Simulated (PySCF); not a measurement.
**TeOF2 (SMILES O=[Te](F)F): MP2/Sapporo-DZP (density fitting)**

Wanted: the energy of TeOF2. Input form: a Python script.

The calculation is run with PySCF 2.14.0.

16 further runs of the same task are left out: 5 for a known fault of the program, 6 that didn't finish, 5 set aside as unsound or not needed.

## Step 1: The system as given

TeOF2: 4 atoms, total charge 0, spin state singlet. SMILES: `O=[Te](F)F`. The shape comes from GFN2-xTB, which is rough for such elements, and wasn't checked as a minimum.

Bond lengths: Te1–O2 1.729 Å, Te1–F3 1.955 Å, Te1–F4 1.955 Å. Angles: O2–Te1–F3 100.5°, O2–Te1–F4 100.6°, F3–Te1–F4 86.2°.

## Step 2: A single-point energy at MP2/Sapporo-DZP (density fitting)

Input file calc.py:

```python
# TeOF2
from pyscf import gto, mp
from pyscf import df

system = gto.Mole()
system.atom = '''
Te       0.117390       0.002710       0.726410
O        1.624960      -0.029900      -0.119480
F       -0.846830       1.349040      -0.312840
F       -0.895510      -1.321850      -0.294100
'''
system.spin = 0
system.basis = 'sapporo-dzp'
system.verbose = 4
system.max_memory = 1860
system.build()

hf = system.RHF()
hf = hf.density_fit(auxbasis=df.aug_etb(system, beta=2.0))
hf.kernel()

pt = mp.MP2(hf, frozen=21).run()
energy = pt.e_tot
print('E(%s) = %.9f' % ('MP2', energy))
hf.analyze()
```

Command:

```
$ OMP_NUM_THREADS=1 python calc.py
```

Q: Predict the results. Wanted: total energy; dipole moment; HOMO energy; LUMO energy; HOMO–LUMO gap; correlation energy.

Answer, from the run:

At MP2/Sapporo-DZP (density fitting), 21 core orbitals frozen:

| quantity | value |
| --- | --- |
| total energy | -6886.06693 Eh |
| dipole moment (Hartree–Fock density) | 5.13 D |
| HOMO energy (Hartree–Fock orbitals) | -12.96 eV |
| LUMO energy (Hartree–Fock orbitals) | 0.05 eV |
| HOMO–LUMO gap (Hartree–Fock orbitals) | 13.01 eV |
| correlation energy (21 core orbitals frozen) | -741.1 mEh |
